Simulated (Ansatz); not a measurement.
# TiNb: the cost of one run

Method: DFT PBEsol, scalar-relativistic, plane waves, PAW, in Ansatz 0.2.0.

### Step 1. The starting structure

It takes space group Cmmm (No. 65, orthorhombic). The conventional cell has a = 3.282 Å, b = 4.636 Å, c = 4.646 Å, α = 90.00°, β = 90.00°, γ = 90.00°. Ti (site symmetry mmm) has 4 Ti at 2.84 Å and 4 Nb at 2.84 Å as nearest neighbours. Around Nb (site symmetry mmm) lie 4 Nb at 2.84 Å and 4 Ti at 2.84 Å.

As a file:

```
CELL_PARAMETERS angstrom
1.64100 -2.31805 0.00000
1.64100 2.31805 0.00000
0.00000 0.00000 4.64595
ATOMIC_POSITIONS crystal
Ti 0.50000 0.50000 0.50000
Nb 0.00000 0.00000 0.00000
```

The structure comes from the Materials Project (structure only).

(A quick probe on a coarse mesh, which set the mesh and smearing, is not shown.)

### Step 3. Relaxing cell and atoms

input.yaml reads:

```yaml
crystal:
  lattice:
    - [1.64100443, -2.31804545, 0.0]
    - [1.64100443, 2.31804545, 0.0]
    - [0.0, 0.0, 4.64594597]
  atoms:
    - { symbol: Ti, position: [0.5, 0.5, 0.5] }
    - { symbol: Nb, position: [0.0, 0.0, 0.0] }
basis:
  ecutwfc: 420
kpoints:
  mp_grid: { grid: [16, 16, 10] }
hamiltonian:
  xc: pbesol
scf:
  occupations: { method: gaussian, width: 0.1 }
output:
  forces: true
  stress: true
  eigenvalues: true
relax:
  adjacent_minimum: "off"
  f_tol: 0.005
  max_steps: 80
  cell: { stress_tol: 0.05 }
```

**Question.** How long does this run take on 1 thread of an x86-64 CPU, shared host, and how much memory does it need?

About 56 s, with a peak of 0.6 GiB.
